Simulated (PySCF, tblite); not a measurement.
**C₆H₉F₂ radical: geometry, infrared bands and EPR parameters**

What infrared bands and EPR parameters should C₆H₉F₂ radical (`[CH2][C@H](F)/C=C(\C)CF`) show?

The runs use tblite 0.8.0 and PySCF 2.14.0, with density-fitted response routines of our own; the level of theory stands in each step. All values are computed, except where a source is named. Atoms count from 0, in the outputs and in this text.

### Step 1. Starting geometry

17 atoms, charge 0, multiplicity 2; geometry from: force field or distance geometry start.

Bonds of the start (Å): C0–C1 1.50, C1–F2 1.35, C1–C3 1.50, C3–C4 1.35, C4–C5 1.50, C4–C6 1.51, C6–F7 1.36, C0–H8 1.08, C0–H9 1.08, C1–H10 1.09, C3–H11 1.09, C5–H12 1.11, C5–H13 1.10, C5–H14 1.10, C6–H15 1.11, C6–H16 1.09.

### Step 2. Relaxing the molecule with GFN2-xTB

What the job is given:

```
{"job": {"kind": "relax", "xc": "GFN2-xTB", "basis": "xTB"}, "charge": 0, "multiplicity": 2}
C      2.534700    -0.289200     0.490900
C      1.663700     0.277500    -0.593200
F      1.534300     1.610100    -0.395400
C      0.341000    -0.416600    -0.660600
C     -0.835500    -0.073500    -0.082900
C     -1.030100     1.112200     0.813200
C     -2.089800    -0.870500    -0.325200
F     -1.866000    -1.929500    -1.144600
H      2.617600    -1.358700     0.635700
H      3.194400     0.374700     1.026300
H      2.175400     0.151700    -1.546700
H      0.355300    -1.323100    -1.271300
H     -1.591300     0.819000     1.719500
H     -0.080900     1.540600     1.168000
H     -1.592500     1.904600     0.301500
H     -2.476000    -1.269400     0.635800
H     -2.861200    -0.247800    -0.780900
```

Started as:

```console
$ OMP_NUM_THREADS=1 python probes_run.py task.json out
```

One launch serves the whole session: the jobs run in the order shown.

**Question.** This job is followed by: GFN2-xTB harmonic vibrations, gas phase; UKS B3LYP, pcH-1 on C F H, non-relativistic, mean-field spin-orbit, GIAO. What will the session give for the following? strongest single infrared mode (GFN2-xTB); zero-point energy (GFN2-xTB); g(iso) (B3LYP); ⟨S²⟩; largest a(iso) (averaged by class); surface potential, 1st and 99th percentile.

**Answer**, as computed:

```
                                 quantity                 value
strongest single infrared mode (GFN2-xTB)  1064 cm⁻¹, 93 km/mol
             zero-point energy (GFN2-xTB)         82.1 kcal/mol
                           g(iso) (B3LYP)               2.00249
                                     ⟨S²⟩    0.755 (exact 0.75)
       largest a(iso) (averaged by class)   13C on C0, 90.4 MHz
    surface potential, 1st and 99th percentile    -1.06 V and 1.01 V
```

**Reading.** Over 75 steps the energy fell by 0.152 eV; of the close pairs, C0–C1 changed most, 1.502 to 1.470 Å. The lowest mode is slightly imaginary (8i cm⁻¹), a soft motion within the noise of the Hessian, so the minimum is not strictly shown. The strongest single mode, at 1064 cm⁻¹, moves mainly C6 and F7. GFN2-xTB is a fitted tight-binding method: band positions and strengths are rough. Its intensities can rank the bands wrongly. C0 carries the largest spin population, 1.04 e. The isotropic g lies 0.2 ppt above the free-electron value.
